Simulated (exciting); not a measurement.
# Au (Fm-3m) in exciting: a series of runs

One crystal, Au, is run at these levels: PBE; tasks: equation of state.

Everything below comes from runs of exciting (release sodium). Logs are shortened: lines on timing, memory, paths and dates and some standing lists are left out, and cuts for length are marked.

### 1 The crystal as given

The structure is cubic, space group Fm-3m (No. 225). Conventional cell: a = 4.158 Å, b = 4.158 Å, c = 4.158 Å, α = 90.00°, β = 90.00°, γ = 90.00°. Around Au (site symmetry m-3m) lie 12 Au at 2.94 Å.

The cell was built by a generator and needn't be a form met in nature.

### 2 Equation of state, PBE, 16.89 Å³/atom (volume scaled by 0.94)

The input, input.xml:

```xml
<input>
  <title>Au</title>
  <structure speciespath="./" tshift="false">
    <crystal scale="1">
      <basevect>0.000000000000 3.848405666081 3.848405666081</basevect>
      <basevect>3.848405666081 0.000000000000 3.848405666081</basevect>
      <basevect>3.848405666081 3.848405666081 0.000000000000</basevect>
    </crystal>
    <species speciesfile="Au.xml" rmt="2.3">
      <atom coord="0.000000000000 0.000000000000 0.000000000000"/>
    </species>
  </structure>
  <groundstate do="fromscratch" ngridk="12 12 12" rgkmax="8" gmaxvr="14" lmaxapw="10" lmaxmat="10" lmaxvr="8" xctype="GGA_PBE" stype="Fermi Dirac" swidth="0.00183747" nempty="12" ValenceRelativity="iora*" epsengy="1e-06" epspot="1e-06" maxscl="80" outputlevel="normal"/>
</input>
```

The input, Au.xml (basis block):

```
    <basis>
      <default type="lapw" trialEnergy="0.1500" searchE="false"/>
      <custom l="0" type="apw+lo" trialEnergy="0.1500" searchE="true"/>
      <custom l="1" type="apw+lo" trialEnergy="0.1500" searchE="true"/>
      <custom l="2" type="apw+lo" trialEnergy="0.1500" searchE="true"/>
      <custom l="3" type="apw+lo" trialEnergy="0.1500" searchE="true"/>
      <lo l="1">
        <wf matchingOrder="0" trialEnergy="0.1500" searchE="true"/>
        <wf matchingOrder="1" trialEnergy="0.1500" searchE="true"/>
        <wf matchingOrder="0" trialEnergy="-2.6551" searchE="true"/>
      </lo>
      <lo l="3">
        <wf matchingOrder="0" trialEnergy="0.1500" searchE="true"/>
        <wf matchingOrder="1" trialEnergy="0.1500" searchE="true"/>
        <wf matchingOrder="0" trialEnergy="-3.0677" searchE="true"/>
      </lo>
      <lo l="0">
        <wf matchingOrder="1" trialEnergy="0.1500" searchE="true"/>
        <wf matchingOrder="2" trialEnergy="0.1500" searchE="true"/>
      </lo>
      <lo l="1">
        <wf matchingOrder="1" trialEnergy="0.1500" searchE="true"/>
        <wf matchingOrder="2" trialEnergy="0.1500" searchE="true"/>
      </lo>
      <lo l="2">
        <wf matchingOrder="1" trialEnergy="0.1500" searchE="true"/>
        <wf matchingOrder="2" trialEnergy="0.1500" searchE="true"/>
      </lo>
      <lo l="3">
        <wf matchingOrder="1" trialEnergy="0.1500" searchE="true"/>
        <wf matchingOrder="2" trialEnergy="0.1500" searchE="true"/>
      </lo>
    </basis>
```

Potentials or basis: all-electron LAPW+lo, shipped species files with second energy derivatives, valence relativity iora*.

Started as:

```
> OMP_NUM_THREADS=1 exciting_smp
```

INFO.OUT:

```text
================================================================================
EXCITING SODIUM started
[... 10 lines left out ...]

 Lattice vectors (cartesian) :
      0.0000000000      3.8484056661      3.8484056661
      3.8484056661      0.0000000000      3.8484056661
      3.8484056661      3.8484056661      0.0000000000

 Reciprocal lattice vectors (cartesian) :
     -0.8163361470      0.8163361470      0.8163361470
      0.8163361470     -0.8163361470      0.8163361470
      0.8163361470      0.8163361470     -0.8163361470

 Unit cell volume                           :     113.9915166227
 Brillouin zone volume                      :       2.1760409967

 Species :    1 (Au)
     parameters loaded from                 :    Au.xml
     name                                   :    gold
     nuclear charge                         :     -79.00000000
     electronic charge                      :      79.00000000
     atomic mass                            :  359048.05590000
     muffin-tin radius                      :       2.30000000
     # of radial points in muffin-tin       :     450

     atomic positions (lattice) :
[... 7 lines left out ...]
 Number of crystal symmetries               :      48

 k-point grid                               :      12   12   12
 Total number of k-points                   :      72
 k-point set is reduced with crystal symmetries

 R^MT_min * |G+k|_max (rgkmax)              :       8.00000000
 Species with R^MT_min                      :       1 (Au)
 Maximum |G+k| for APW functions            :       3.47826087
 Maximum |G| for potential and density      :      14.00000000

 G-vector grid sizes                        :      25    25    25
 Total number of G-vectors                  :    5209

 Maximum angular momentum used for
     APW functions                          :      10
     computing H and O matrix elements      :      10
     potential and density                  :       8
     inner part of muffin-tin               :       2

 Total nuclear charge                       :     -79.00000000
 Total electronic charge                    :      79.00000000
 Total core charge                          :      48.00000000
 Total valence charge                       :      31.00000000

 Number of empty states                     :      12
 Total number of valence states             :      28

 Maximum Hamiltonian size                   :     134
 Maximum number of plane-waves              :      92
 Total number of local-orbitals             :      42

 Exchange-correlation type                  :      20
[... 23 lines left out ...]
+ SCF iteration number :    1                                                  +
++++++++++++++++++++++++++++++++++++++++++++++++++++++++++++++++++++++++++++++++
 Total energy                               :    -19030.28416403
 _______________________________________________________________
 Fermi energy                               :         0.45499494
 Kinetic energy                             :     21900.41668835
 Coulomb energy                             :    -40565.42583637
 Exchange energy                            :      -360.40448168
 Correlation energy                         :        -4.87053432

 DOS at Fermi energy (states/Ha/cell)       :        10.42753709

 Electron charges :
     core                                   :        48.00000000
     core leakage                           :         0.00152465
     valence                                :        31.00000000
     interstitial                           :         2.36850007
     charge in muffin-tin spheres :
                  atom     1    Au          :        76.63149993
     total charge in muffin-tins            :        76.63149993
     total charge                           :        79.00000000

++++++++++++++++++++++++++++++++++++++++++++++++++++++++++++++++++++++++++++++++
+ SCF iteration number :    2                                                  +
++++++++++++++++++++++++++++++++++++++++++++++++++++++++++++++++++++++++++++++++
 Total energy                               :    -19041.25174065
 _______________________________________________________________
 Fermi energy                               :         0.43191806
 Kinetic energy                             :     21893.37613973
 Coulomb energy                             :    -40569.16744166
 Exchange energy                            :      -360.58930047
 Correlation energy                         :        -4.87113825

 DOS at Fermi energy (states/Ha/cell)       :         9.33515501

 Electron charges :
     core                                   :        48.00000000
     core leakage                           :         0.00147270
     valence                                :        31.00000000
     interstitial                           :         2.28065434
     charge in muffin-tin spheres :
                  atom     1    Au          :        76.71934566
     total charge in muffin-tins            :        76.71934566
     total charge                           :        79.00000000

 RMS change in effective potential (target) :  0.792037E-01  ( 0.100000E-05)
 Absolute change in total energy   (target) :   10.9676      ( 0.100000E-05)
 Charge distance                   (target) :  0.315681E-02  ( 0.100000E-04)

++++++++++++++++++++++++++++++++++++++++++++++++++++++++++++++++++++++++++++++++
+ SCF iteration number :    3                                                  +
++++++++++++++++++++++++++++++++++++++++++++++++++++++++++++++++++++++++++++++++
 Total energy                               :    -19045.32918799
 _______________________________________________________________
 Fermi energy                               :         0.41828822
 Kinetic energy                             :     21890.36155905
 Coulomb energy                             :    -40570.16795050
 Exchange energy                            :      -360.65145462
 Correlation energy                         :        -4.87134193

 DOS at Fermi energy (states/Ha/cell)       :         9.49854660

 Electron charges :
     core                                   :        48.00000000
     core leakage                           :         0.00145167
     valence                                :        31.00000000
     interstitial                           :         2.24465993
     charge in muffin-tin spheres :
                  atom     1    Au          :        76.75534007
     total charge in muffin-tins            :        76.75534007
     total charge                           :        79.00000000
[... 464 lines left out ...]
++++++++++++++++++++++++++++++++++++++++++++++++++++++++++++++++++++++++++++++++
+ SCF iteration number :   21                                                  +
++++++++++++++++++++++++++++++++++++++++++++++++++++++++++++++++++++++++++++++++
 Total energy                               :    -19047.90986540
 _______________________________________________________________
 Fermi energy                               :         0.39105662
 Kinetic energy                             :     21887.53472988
 Coulomb energy                             :    -40569.90730221
 Exchange energy                            :      -360.66589080
 Correlation energy                         :        -4.87140227

 DOS at Fermi energy (states/Ha/cell)       :         9.79993886

 Electron charges :
     core                                   :        48.00000000
     core leakage                           :         0.00143662
     valence                                :        31.00000000
     interstitial                           :         2.22581655
     charge in muffin-tin spheres :
                  atom     1    Au          :        76.77418345
     total charge in muffin-tins            :        76.77418345
     total charge                           :        79.00000000

 RMS change in effective potential (target) :  0.129358E-08  ( 0.100000E-05)
 Absolute change in total energy   (target) :  0.128843E-06  ( 0.100000E-05)
 Charge distance                   (target) :  0.673174E-10  ( 0.100000E-04)

++++++++++++++++++++++++++++++++++++++++++++++++++++++++++++++++++++++++++++++++
+ SCF iteration number :   22                                                  +
++++++++++++++++++++++++++++++++++++++++++++++++++++++++++++++++++++++++++++++++
 Total energy                               :    -19047.90986544
 _______________________________________________________________
 Fermi energy                               :         0.39105662
 Kinetic energy                             :     21887.53472985
 Coulomb energy                             :    -40569.90730221
 Exchange energy                            :      -360.66589080
 Correlation energy                         :        -4.87140227

 DOS at Fermi energy (states/Ha/cell)       :         9.79993904

 Electron charges :
     core                                   :        48.00000000
     core leakage                           :         0.00143662
     valence                                :        31.00000000
     interstitial                           :         2.22581655
     charge in muffin-tin spheres :
                  atom     1    Au          :        76.77418345
     total charge in muffin-tins            :        76.77418345
     total charge                           :        79.00000000

 RMS change in effective potential (target) :  0.107629E-08  ( 0.100000E-05)
 Absolute change in total energy   (target) :  0.414184E-07  ( 0.100000E-05)
 Charge distance                   (target) :  0.183730E-10  ( 0.100000E-04)

++++++++++++++++++++++++++++++++++++++++++++++++++++++++++++++++++++++++++++++++
| Convergency criteria checked for the last 2 iterations                       +
| Convergence targets achieved. Performing final SCF iteration                 +
++++++++++++++++++++++++++++++++++++++++++++++++++++++++++++++++++++++++++++++++
 Total energy                               :    -19047.90986743
 _______________________________________________________________
 Fermi energy                               :         0.39105663
 Kinetic energy                             :     21887.53472883
 Coulomb energy                             :    -40569.90730312
 Exchange energy                            :      -360.66589086
 Correlation energy                         :        -4.87140227

 DOS at Fermi energy (states/Ha/cell)       :         9.79990670

 Electron charges :
     core                                   :        48.00000000
     core leakage                           :         0.00143662
     valence                                :        31.00000000
     interstitial                           :         2.22581650
     charge in muffin-tin spheres :
                  atom     1    Au          :        76.77418350
     total charge in muffin-tins            :        76.77418350
     total charge                           :        79.00000000

++++++++++++++++++++++++++++++++++++++++++++++++++++++++++++++++++++++++++++++++
[... 12 lines left out ...]
| EXCITING SODIUM stopped                                                      =
================================================================================
```

It took 43 s on 1 thread of Arm Neoverse V2, shared host; peak memory 0.1 GiB.

What came out:

| Property | Result |
| --- | --- |
| Free energy | -518320.0358 eV |
| Band gap on the k mesh | none (metal or under the smearing width) |
| All electrons inside the program's atomic spheres | Au 76.77 (radii Au 2.3 bohr) |

Caveat: rgkmax is low for these elements, so energy differences scatter by about 1 meV per atom; the log's total energy holds no entropy term; the free energy is that total less TS from the occupations; the basis of Au and Ba changes in steps between geometries, so energy differences can be off by several meV.

[end of part 1 of 2]
